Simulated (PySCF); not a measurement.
# BTe+: from the state search to spectroscopic constants

One table from this session's results is given with a row withheld; the runs are named, their logs left out.

The runs use PySCF 2.14.0; B x2c-SVPall, Te x2c-SVPall, spin-free X2C with a Gaussian nucleus.

The first run:

The job is set up so:

```
atoms                         : B, Te
charge                        : 1
basis                         : B x2c-SVPall, Te x2c-SVPall
Hamiltonian                   : spin-free X2C with a Gaussian nucleus
basis functions               : 50
electrons treated             : 56
masses in u                   : 11.0093, 129.9062
levels                        : PBE0, PBE, r²SCAN, TPSS, r²SCAN0, M06-2X, ωB97X, HF, MP2, SCS-MP2, CCSD, CCSD(T)
grid                          : 80 radial by 434 angular points
occupations                   : held fixed by the projection of orbital angular momentum
dissociation limit            : B+ + Te, each in its ground configuration
starting distance in angstrom : 2.235
values of 2S to try           : 0, 2
```

Run with:

```sh
$ OMP_NUM_THREADS=1 python dia.py task.json out
```

Steps of the session up to this table: Input; PBE0 along the bond; Excited determinants; PBE; r²SCAN (meta-GGA); TPSS (meta-GGA); r²SCAN0 (hybrid meta-GGA); M06-2X (hybrid meta-GGA); ωB97X; UHF; MP2 and coupled cluster.

One table of the session follows, with a row left open; its other results are not shown here.

It belongs to the step «The curves together». Energy (eV) from each level's lowest point:

```
R (Å)    UHF  UHF-MP2  UHF-SCS-MP2  UHF-CCSD  UHF-CCSD(T)
1.770  1.180    1.167        1.209       n/a          n/a
1.852  0.519    0.506        0.542     0.562        0.592
1.935  0.162    0.148        0.174     0.188        0.204
1.996  0.037    0.026        0.041     0.049        0.057
2.058  0.000    0.000        0.000     0.000        0.000
2.120  0.026    0.048        0.031     0.016        0.011
2.202      ?        ?            ?         ?            ?
2.305  0.294    0.450        0.382     0.285        0.283
2.428  0.519    0.786        0.690     0.531        0.545
2.593  0.797    1.193        1.070       n/a          n/a
```

Estimate the missing values for R (Å) = 2.202.

Worked estimate for «UHF». A straight line through the neighbours (2.120, 0.026) and (2.305, 0.294) gives 0.026 + (0.294 − 0.026) × (2.202 − 2.120) / (2.305 − 2.120) = 0.145; a parabola fitted to 4 rows on both sides gives 0.132.

The run gave: UHF: 0.123; UHF-MP2: 0.194; UHF-SCS-MP2: 0.154; UHF-CCSD: 0.107; UHF-CCSD(T): 0.100. In «UHF» the line misses by +0.022 and the parabola by +0.009.
